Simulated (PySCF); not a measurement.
# C4H9Bi (BiMe2(vinyl)): the cost of one run

Programs: PySCF 2.14.0, with routines of our own; each step states its level. All values are computed. Atoms count from 0.

### Step 1. The starting structure

14 atoms, charge 0, multiplicity 1; geometry from: GFN2-xTB.

### Step 2. Geometry optimisation at PBE0-D3(BJ)/def2-SVP

What the job is given:

```
{"job": {"xc": "PBE0", "basis": "def2-SVP", "d3": "d3bj", "grid": 1, "maxiter": 30, "shake": 0.03, "kind": "geom"}, "charge": 0, "multiplicity": 1}
Bi     0.297640     0.298620     1.219570
C      2.061050     0.308470    -0.126040
H      1.710310     0.389700    -1.178670
H      2.705980    -0.603850     0.017890
H      2.727910     1.127290     0.086290
C     -0.749430     1.972180    -0.106430
H     -1.769340     2.002060     0.112000
H     -0.546960     1.711050    -1.152570
H     -0.295340     2.940460     0.147520
C     -0.731470    -1.270610     0.039550
C     -1.389450    -2.304580     0.544980
H     -0.619270    -1.153900    -1.041100
H     -1.556230    -2.405200     1.554470
H     -1.864830    -3.055510    -0.074230
```

Command:

```bash
$ OMP_NUM_THREADS=1 python heavy_run.py task.json out
```

One launch serves the whole session: the jobs run in the order shown.

Q: Estimate the wall time and peak memory of this first job on 1 thread of Arm Neoverse N1, shared host.

About 97 s, with a peak of 0.52 GiB.
